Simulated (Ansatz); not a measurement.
**C7H8F2OSn: small, medium and large basis sets**

One table from this session's results is given with a row withheld; the runs are named, their logs left out.

Program: Ansatz 0.2.0, Gaussian basis. Level of theory: one geometry, several basis sets. These are calculated values, not measurements.

The runs, in order: PBE0-D4/def2-SVP; ωB97M-V/def2-SVP; PBE0-D4/def2-QZVPP; ωB97M-V/def2-QZVPP; the functionals' def2-TZVPP values are taken from earlier runs.

### Structure used throughout

The geometry comes from an earlier relaxation with PBE0-D4 in a triple-zeta def2 set; it is a stationary point, not always the lowest conformer. Sn takes the def2 core potential; no spin-orbit term is included.

SMILES `C[O][Sn]([F])([F])[c]1ccccc1`, 19 atoms, charge 0, spin multiplicity 1.

Atoms are counted from 1 here; the program's logs count them from 0.

Bond lengths: C1–O2 1.416 Å, C1–H12 1.093 Å, C1–H13 1.095 Å, C1–H14 1.095 Å, O2–Sn3 1.933 Å, Sn3–F4 1.913 Å, Sn3–F5 1.912 Å, Sn3–C6 2.093 Å, C6–C7 1.392 Å, C6–C11 1.392 Å, C7–C8 1.387 Å, C7–H15 1.084 Å, C8–C9 1.387 Å, C8–H16 1.084 Å, C9–C10 1.387 Å, C9–H17 1.084 Å, C10–C11 1.387 Å, C10–H18 1.084 Å and more. Angles: O2–C1–H12 107.4°, O2–C1–H13 111.7°, O2–C1–H14 112.1°, H12–C1–H13 108.4°, H12–C1–H14 108.4°, H13–C1–H14 108.7°, C1–O2–Sn3 121.3°, O2–Sn3–F4 108.7°, O2–Sn3–F5 104.5°, O2–Sn3–C6 115.8°, F4–Sn3–F5 102.0°, F4–Sn3–C6 109.3°, F5–Sn3–C6 115.5°, Sn3–C6–C7 120.9°, Sn3–C6–C11 118.7°, C7–C6–C11 120.4°, C6–C7–C8 119.6°, C6–C7–H15 120.9° and more.

The first run:

Contents of in.yaml:

```yaml
crystal:
  periodic: [false, false, false]
  atoms:
    - {symbol: C, position_ang: [1.835829, 2.177516, -2.839163]}
    - {symbol: O, position_ang: [1.534640, 1.194747, -1.865245]}
    - {symbol: Sn, position_ang: [-0.235598, 1.046764, -1.103189]}
    - {symbol: F, position_ang: [-1.466375, 0.592627, -2.495725]}
    - {symbol: F, position_ang: [-0.735611, 2.847934, -0.701386]}
    - {symbol: C, position_ang: [-0.437527, -0.316904, 0.472291]}
    - {symbol: C, position_ang: [0.492672, -0.356988, 1.506719]}
    - {symbol: C, position_ang: [0.332847, -1.271459, 2.536568]}
    - {symbol: C, position_ang: [-0.748354, -2.140542, 2.533011]}
    - {symbol: C, position_ang: [-1.672976, -2.101528, 1.500182]}
    - {symbol: C, position_ang: [-1.521131, -1.190373, 0.465631]}
    - {symbol: H, position_ang: [2.911996, 2.137121, -3.023315]}
    - {symbol: H, position_ang: [1.316700, 1.983401, -3.783853]}
    - {symbol: H, position_ang: [1.580420, 3.186666, -2.499837]}
    - {symbol: H, position_ang: [1.343570, 0.314967, 1.516717]}
    - {symbol: H, position_ang: [1.056003, -1.304897, 3.343060]}
    - {symbol: H, position_ang: [-0.869928, -2.853811, 3.340075]}
    - {symbol: H, position_ang: [-2.515854, -2.782748, 1.497140]}
    - {symbol: H, position_ang: [-2.243021, -1.166791, -0.343282]}
basis:
  gaussian: {orbitals: def2-SVP}
hamiltonian: {xc: pbe0, dispersion: d4}
output: {orbitals: {seedname: orbitals}}
```

Command:

```console
> ansatz run in.yaml --threads 4 --pin off --events-out ev --progress --plain --max-ram 41984MiB --backend cpu
```

Among the steps run: PBE0-D4 in def2-SVP; ωB97M-V in def2-SVP; PBE0-D4 in def2-QZVPP; ωB97M-V in def2-QZVPP.

One of the session's tables, all rows but one given; the rest of the session is left out.

It belongs to the step «Functionals by basis». 

| functional | basis | HOMO (eV) |
| --- | --- | --- |
| PBE0-D4 | def2-SVP | -8.03 |
| PBE0-D4 | def2-TZVPP | ? |
| PBE0-D4 | def2-QZVPP | -8.07 |
| ωB97M-V | def2-SVP | -10.11 |
| ωB97M-V | def2-TZVPP | -10.14 |
| ωB97M-V | def2-QZVPP | -10.15 |

Q: Estimate the row for PBE0-D4, def2-TZVPP from the others.

**Answer.** HOMO (eV): -8.06. In the column «HOMO (eV)» it lies between PBE0-D4, def2-QZVPP (-8.07) and PBE0-D4, def2-SVP (-8.03).
